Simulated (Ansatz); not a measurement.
# Cl3HHfO: basis-set convergence

One table from this session's results is given with a row withheld; the runs are named, their logs left out.

Method: one geometry, several basis sets; program: Ansatz 0.2.0, Gaussian basis.

Plan: PBE0-D4/def2-SVP; ωB97M-V/def2-SVP; PBE0-D4/def2-QZVPP; ωB97M-V/def2-QZVPP; the functionals' def2-TZVPP values are taken from earlier runs.

1 further run of the same task is left out (for a known fault of the program).

### The geometry

All runs share one geometry, relaxed beforehand with PBE0-D4 in a triple-zeta def2 set. Hf takes the def2 core potential; no spin-orbit term is included.

SMILES `[OH][Hf]([Cl])([Cl])[Cl]`, 6 atoms, charge 0, spin multiplicity 1.

Atoms are counted from 1 here; the program's logs count them from 0.

Bond lengths: O1–Hf2 1.881 Å, O1–H6 0.953 Å, Hf2–Cl3 2.337 Å, Hf2–Cl4 2.337 Å, Hf2–Cl5 2.337 Å. Angles: Hf2–O1–H6 179.9°, O1–Hf2–Cl3 109.2°, O1–Hf2–Cl4 109.2°, O1–Hf2–Cl5 109.2°, Cl3–Hf2–Cl4 109.7°, Cl3–Hf2–Cl5 109.7°, Cl4–Hf2–Cl5 109.7°.

Geometry (Å):

```mol
Cl3HHfO
  3D, bonds by distance, orders not assigned

  6  5  0  0  0  0  0  0  0  0999 V2000
   -0.5151    0.2961    1.3430 O   0  0
    0.1485   -0.0932   -0.3740 Hf  0  0
    2.0328   -1.4615   -0.1783 Cl  0  0
   -1.5028   -1.1974   -1.6047 Cl  0  0
    0.7298    1.9009   -1.4447 Cl  0  0
   -0.8512    0.4912    2.2126 H   0  0
  1  2  8  0
  2  3  8  0
  2  4  8  0
  2  5  8  0
  1  6  8  0
M  END
```

The first run:

in.yaml reads:

```yaml
crystal:
  periodic: [false, false, false]
  atoms:
    - {symbol: O, position_ang: [-0.515051, 0.296102, 1.342958]}
    - {symbol: Hf, position_ang: [0.148548, -0.093238, -0.373970]}
    - {symbol: Cl, position_ang: [2.032791, -1.461477, -0.178338]}
    - {symbol: Cl, position_ang: [-1.502756, -1.197428, -1.604719]}
    - {symbol: Cl, position_ang: [0.729760, 1.900905, -1.444671]}
    - {symbol: H, position_ang: [-0.851193, 0.491236, 2.212641]}
basis:
  gaussian: {orbitals: def2-SVP}
hamiltonian: {xc: pbe0, dispersion: d4}
output: {orbitals: {seedname: orbitals}}
```

Command:

```bash
> ansatz run in.yaml --threads 4 --pin off --events-out ev --progress --plain --max-ram 10444MiB
```

Steps of the session up to this table: PBE0-D4 in def2-SVP; ωB97M-V in def2-SVP; PBE0-D4 in def2-QZVPP; ωB97M-V in def2-QZVPP.

One of the session's tables, all rows but one given; the rest of the session is left out.

```
functional       basis  HOMO (eV)
   PBE0-D4    def2-SVP      -9.28
   PBE0-D4  def2-TZVPP      -9.30
   PBE0-D4  def2-QZVPP      -9.33
   ωB97M-V    def2-SVP     -11.43
   ωB97M-V  def2-TZVPP     -11.51
   ωB97M-V  def2-QZVPP          ?
```

**Question.** Estimate the row for ωB97M-V, def2-QZVPP.

**Answer.** HOMO (eV): -11.55. In the column «HOMO (eV)» it is the lowest.
